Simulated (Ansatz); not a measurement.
**CH3BiClFO: up Jacob's ladder to CCSD(T)**

An exercise on one series of results from a longer session: the logs are not shown, and one member is left open.

Method: functionals in def2-TZVPP, the program's frozen cores in correlated methods; program: Ansatz 0.2.0, Gaussian basis.

Plan: LDA (SPW92), PBE-D4, revPBE-D4, BLYP-D4, r2SCAN-D4, B97M-V, PBE0-D4, B3LYP-D4, r2SCANh-D4, r2SCAN0-D4, HSE06-D4, BHLYP-D4, CAM-B3LYP-D4, LC-ωPBE, ωB97X-V, ωB97M-V, B2PLYP, PBE-QIDH; CCSD(T)/def2-SVP; CCSD(T)/def2-TZVPP; MP2/def2-QZVPP; extrapolation to the limit; RPA on PBE.

### The geometry

An earlier PBE0-D4 in a triple-zeta def2 set relaxation fixed the geometry. Bi takes the def2 core potential; no spin-orbit term is included.

SMILES `C[O][Bi]([F])[Cl]`, 8 atoms, charge 0, spin multiplicity 1.

Atoms are counted from 1 here; the program's logs count them from 0.

Bond lengths: C1–O2 1.415 Å, C1–H6 1.093 Å, C1–H7 1.094 Å, C1–H8 1.095 Å, O2–Bi3 2.023 Å, Bi3–F4 2.008 Å, Bi3–Cl5 2.433 Å. Angles: O2–C1–H6 107.4°, O2–C1–H7 111.7°, O2–C1–H8 111.6°, H6–C1–H7 108.8°, H6–C1–H8 108.6°, H7–C1–H8 108.7°, C1–O2–Bi3 122.6°, O2–Bi3–F4 95.8°, O2–Bi3–Cl5 98.2°, F4–Bi3–Cl5 94.7°.

Coordinates:

```mol
CH3BiClFO
  3D, bonds by distance, orders not assigned

  8  7  0  0  0  0  0  0  0  0999 V2000
   -0.5155    0.2175    0.9697 C   0  0
   -0.9258   -0.6581   -0.0631 O   0  0
    0.1863   -0.9828   -1.7218 Bi  0  0
    1.9109   -1.3122   -0.7479 F   0  0
    0.7005    1.3350   -2.2557 Cl  0  0
   -1.2818    0.1866    1.7480 H   0  0
    0.4403   -0.0907    1.4044 H   0  0
   -0.4228    1.2477    0.6106 H   0  0
  1  2  8  0
  2  3  8  0
  3  4  8  0
  3  5  8  0
  1  6  8  0
  1  7  8  0
  1  8  8  0
M  END
```

Set-up of the first run:

Contents of in.yaml:

```yaml
crystal:
  periodic: [false, false, false]
  atoms:
    - {symbol: C, position_ang: [-0.515473, 0.217499, 0.969654]}
    - {symbol: O, position_ang: [-0.925829, -0.658121, -0.063116]}
    - {symbol: Bi, position_ang: [0.186268, -0.982818, -1.721780]}
    - {symbol: F, position_ang: [1.910942, -1.312193, -0.747890]}
    - {symbol: Cl, position_ang: [0.700519, 1.334987, -2.255693]}
    - {symbol: H, position_ang: [-1.281786, 0.186580, 1.748022]}
    - {symbol: H, position_ang: [0.440253, -0.090688, 1.404420]}
    - {symbol: H, position_ang: [-0.422792, 1.247653, 0.610582]}
basis:
  gaussian: {orbitals: def2-TZVPP}
hamiltonian: {xc: lda}
output: {orbitals: {seedname: orbitals}}
```

Started as:

```
$ ansatz run in.yaml --threads 4 --pin off --events-out ev --progress --plain --max-ram 10444MiB
```

Among the steps run: LDA; PBE-D4 (GGA); revPBE-D4 (GGA); BLYP-D4 (GGA); r2SCAN-D4 (meta-GGA); B97M-V (meta-GGA); B3LYP-D4 (hybrid); r2SCANh-D4 (hybrid); r2SCAN0-D4 (hybrid); HSE06-D4 (hybrid); BHLYP-D4 (hybrid); CAM-B3LYP-D4 (range-separated); LC-ωPBE (range-separated); ωB97X-V (range-separated); ωB97M-V (range-separated); B2PLYP (double hybrid); PBE-QIDH (double hybrid).

One table of the session follows, with a row left open; its other results are not shown here.

It belongs to the step «Orbital energies across the functionals». 

| functional | HOMO (eV) | LUMO (eV) | gap (eV) |
| --- | --- | --- | --- |
| LDA (SPW92) | -6.86 | -2.49 | 4.37 |
| PBE-D4 | -6.68 | -2.21 | 4.47 |
| revPBE-D4 | -6.61 | -2.10 | 4.51 |
| BLYP-D4 | ? | ? | ? |
| r2SCAN-D4 | -7.01 | -2.00 | 5.02 |
| B97M-V | -7.09 | -2.09 | 5.00 |
| PBE0-D4 | -8.24 | -1.51 | 6.72 |
| B3LYP-D4 | -7.99 | -1.77 | 6.22 |
| r2SCANh-D4 | -7.60 | -1.75 | 5.85 |
| r2SCAN0-D4 | -8.48 | -1.39 | 7.10 |
| HSE06-D4 | -7.83 | -1.88 | 5.95 |
| BHLYP-D4 | -9.73 | -0.81 | 8.91 |
| CAM-B3LYP-D4 | -9.69 | -0.63 | 9.05 |
| LC-ωPBE | -11.03 | 0.53 | 11.56 |
| ωB97X-V | -10.70 | 0.41 | 11.10 |
| ωB97M-V | -10.62 | 0.22 | 10.84 |

Estimate the missing values for BLYP-D4.

Worked estimate for «HOMO (eV)». Against the share of exact exchange, B3LYP-D4 (0.2, -7.99), BHLYP-D4 (0.5, -9.73) give a slope of -5.80 per unit share; at 0 the line stands at -6.83.

**Answer.** HOMO (eV): -6.58; LUMO (eV): -2.15; gap (eV): 4.43. In «HOMO (eV)» the line misses by -0.25.
